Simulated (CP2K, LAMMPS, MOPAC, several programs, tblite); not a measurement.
Energy against volume for a 4-atom cell of BN started from a crystallographic database, at fixed shape and fractional coordinates, computed by several methods (PBE and r2SCAN, where shown, with plane waves in Ansatz); the cell shown is that of r2SCAN+rVV10. With free coordinates or axes held, a curve is too stiff, and on another method's shape its minimum isn't the method's own volume. Space group P6_3/mmc (No. 194), hexagonal; a = 2.501 Å, c = 6.524 Å in the conventional setting, 8.83 Å³ an atom. Around B lie 3 N at 1.44 Å; around N lie 3 B at 1.44 Å. The values are computed, spin-unpolarised, and not measurements. Energies count from each curve's lowest point; fits are third-order Birch-Murnaghan.

Space group P6_3/mmc (No. 194). a = 2.501 Å, b = 2.501 Å, c = 6.524 Å, α = 90.00°, β = 90.00°, γ = 120.00°
```tsv
atom	site	symmetry	x	y	z
B	2c	-6m2	0.3333	0.6667	0.2500
N	2d	-6m2	0.3333	0.6667	0.7500
```

GFN2-xTB (tblite), on the shape of the cell shown, as a cluster of 128 atoms at the zone centre:
```csv
V (Å³/atom),E (meV/atom)
7.772,156.03
8.302,41.81
8.832,0.00
9.362,11.46
9.891,62.57
```
The run's fit wasn't accepted, so none is quoted.

GFN1-xTB (tblite), on the shape of the cell shown, as a cluster of 128 atoms at the zone centre:

| V (Å³/atom) | E (meV/atom) |
| --- | --- |
| 7.772 | 137.15 |
| 8.302 | 33.44 |
| 8.832 | 0.00 |
| 9.362 | 18.16 |
| 9.891 | 74.63 |

The run's fit wasn't accepted, so none is quoted.

PBE/DZVP (CP2K), on the shape of the cell shown:

| V (Å³/atom) | E (meV/atom) |
| --- | --- |
| 7.772 | 159.46 |
| 8.302 | 46.20 |
| 8.832 | 0.00 |
| 9.362 | 4.97 |
| 9.891 | 48.79 |

The run's fit wasn't accepted, so none is quoted.

PM7 (MOPAC), on the shape of the cell shown, as a cluster of 128 atoms at the zone centre:
```csv
V (Å³/atom),E (meV/atom)
7.772,245.66
8.302,84.48
8.832,8.87
9.362,0.00
9.891,43.29
```
The run's fit wasn't accepted, so none is quoted.

BN.extep (LAMMPS), on the shape of its own relaxed cell:
```
V (Å³/atom)  E (meV/atom)
      8.324         24.47
      8.590          5.83
      8.856          0.00
      9.122          5.30
      9.387         20.26
```
The run's fit wasn't accepted, so none is quoted.
